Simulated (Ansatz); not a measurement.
# C (diamond): the cost of one run

Computed with Ansatz 0.2.0 (DFT PBE, scalar-relativistic, plane waves, PAW, unless a step's input says otherwise).

### Step 1. The starting structure

It takes space group Fd-3m (No. 227, cubic). Conventional cell: a = 3.568 Å, b = 3.568 Å, c = 3.568 Å, α = 90.00°, β = 90.00°, γ = 90.00°. C (site symmetry -43m) is surrounded by 4 C at 1.54 Å.

Structure file:

```cif
data_structure
_symmetry_space_group_name_H-M 'Fd-3m:1'
_symmetry_Int_Tables_number 227
_cell_length_a 3.5680
_cell_length_b 3.5680
_cell_length_c 3.5680
_cell_angle_alpha 90.000
_cell_angle_beta 90.000
_cell_angle_gamma 90.000
_cell_volume 45.42
loop_
_atom_site_label
_atom_site_type_symbol
_atom_site_symmetry_multiplicity
_atom_site_Wyckoff_symbol
_atom_site_fract_x
_atom_site_fract_y
_atom_site_fract_z
_atom_site_occupancy
C1 C 8 a 0.00000 0.00000 0.00000 1
```

### Step 2. Relaxing cell and atoms: C (diamond), no spin

File input.yaml:

```yaml
crystal:
  lattice:
    - [3.568, 0.0, 0.0]
    - [0.0, 3.568, 0.0]
    - [0.0, 0.0, 3.568]
  atoms:
    - { symbol: C, position: [0.0, 0.0, 0.0] }
    - { symbol: C, position: [0.0, 0.5, 0.5] }
    - { symbol: C, position: [0.5, 0.0, 0.5] }
    - { symbol: C, position: [0.5, 0.5, 0.0] }
    - { symbol: C, position: [0.25, 0.25, 0.25] }
    - { symbol: C, position: [0.25, 0.75, 0.75] }
    - { symbol: C, position: [0.75, 0.25, 0.75] }
    - { symbol: C, position: [0.75, 0.75, 0.25] }
scf:
  occupations: { method: fixed }
output:
  forces: true
  stress: true
  eigenvalues: true
  write_density: true
  write_potential: true
  elf: true
  volumetric_format: npy
hamiltonian:
  xc: pbe
kpoints:
  mp_grid: { grid: [6, 6, 6] }
basis:
  ecutwfc: 480
relax:
  f_tol: 0.002
  max_steps: 60
  cell: { stress_tol: 0.05 }
```

Started as:

```console
ansatz run input.yaml --threads 16 --pin off --max-ram 28672MiB --backend cpu --events-out ev --progress --plain --runs-dir out
```

**Question.** How long does this run take on 16 threads of Intel Xeon Platinum 8375C at 2.90GHz (Ice Lake), shared host, and how much memory does it need?

About 1.3 s, with a peak of 0.5 GiB.
